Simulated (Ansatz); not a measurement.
**SnAu (Yuanjiangite): further runs on the relaxed cell**

This session takes SnAu (Yuanjiangite) and sets out to compute bands, density of states and charges.

The COD entry's cell or inner coordinates are ideal or old and differ from later refinements, so a difference from it is no clean test against experiment.

Method: DFT LDA, scalar-relativistic, plane waves, PAW, in Ansatz 0.2.0.

### 1 Starting point

It takes space group P6_3/mmc (No. 194, hexagonal). Conventional cell: a = 4.294 Å, b = 4.294 Å, c = 5.506 Å, α = 90.00°, β = 90.00°, γ = 120.00°. Around Sn (site symmetry -6m2) lie 6 Au at 2.84 Å. Au (site symmetry -3m) is surrounded by 2 Au at 2.75 Å and 6 Sn at 2.84 Å.

As a file:

```cif
data_structure
_symmetry_space_group_name_H-M 'P 1'
_symmetry_Int_Tables_number 1
_cell_length_a 4.2941
_cell_length_b 4.2941
_cell_length_c 5.5060
_cell_angle_alpha 90.000
_cell_angle_beta 90.000
_cell_angle_gamma 120.000
_cell_volume 87.93
loop_
_atom_site_label
_atom_site_type_symbol
_atom_site_fract_x
_atom_site_fract_y
_atom_site_fract_z
_atom_site_occupancy
Sn1 Sn 0.33333 0.66667 0.25000 1
Sn2 Sn 0.66667 0.33333 0.75000 1
Au1 Au 0.00000 0.00000 0.00000 1
Au2 Au 0.00000 0.00000 0.50000 1
```

It is the result of an earlier relaxation at this level (volume 21.98 Å³/atom; gap on the mesh: none (metal)).

### 2 Bands, states and charges

Input file input.yaml:

```yaml
crystal:
  lattice:
    - [4.2941131762, 0.0, 0.0]
    - [-2.1470565881, 3.7188110973, 0.0]
    - [0.0, 0.0, 5.5060356483]
  atoms:
    - { symbol: Sn, position: [0.3333333333, 0.6666666667, 0.25] }
    - { symbol: Sn, position: [0.6666666667, 0.3333333333, 0.75] }
    - { symbol: Au, position: [0.0, 0.0, 0.0] }
    - { symbol: Au, position: [0.0, 0.0, 0.5] }
basis:
  ecutwfc: 420
kpoints:
  mp_grid: { grid: [12, 12, 8] }
  band_path:
    path:
      - [[0.0, 0.0, 0.0], [0.5, 0.0, 0.0], [0.33333333, 0.33333333, 0.0], [0.0, 0.0, 0.0], [0.0, 0.0, 0.5], [0.5, 0.0, 0.5], [0.33333333, 0.33333333, 0.5], [0.0, 0.0, 0.5]]
      - [[0.5, 0.0, 0.5], [0.5, 0.0, 0.0]]
      - [[0.33333333, 0.33333333, 0.5], [0.33333333, 0.33333333, 0.0]]
    npoints: 14
hamiltonian:
  xc: lda
scf:
  occupations: { method: gaussian, width: 0.1 }
  n_extra_bands: 10
output:
  forces: true
  stress: true
  eigenvalues: true
  populations: true
  dos: { projected: true, de: 0.02, nscf_kmesh: { grid: [18, 18, 12] } }
  bader: true
  write_density: true
  write_potential: true
  elf: true
  volumetric_format: npy
```

Started as:

```
ansatz run input.yaml --threads 2 --pin off --max-ram 5120MiB --backend cpu --events-out ev --progress --plain --runs-dir out
```

What does the calculation give? Wanted: gap; states at the Fermi level; Bader charges.

**Answer**, as computed:

| quantity | value |
| --- | --- |
| gap | none (metal) |
| states at the Fermi level | 1.33 per eV per cell |
| Bader charges | Sn +0.68, Au -0.68 e |

What this shows: Bands cross the Fermi level: a metal at this level of theory. Of the projected weight within 0.25 eV of the Fermi level, the largest part is Sn 5p (64 %) and Sn 5s (15 %). Bader charges reach 0.7 e, so charge transfer in this metal is moderate. Spin-orbit coupling is left out, which matters for the bands of Au.
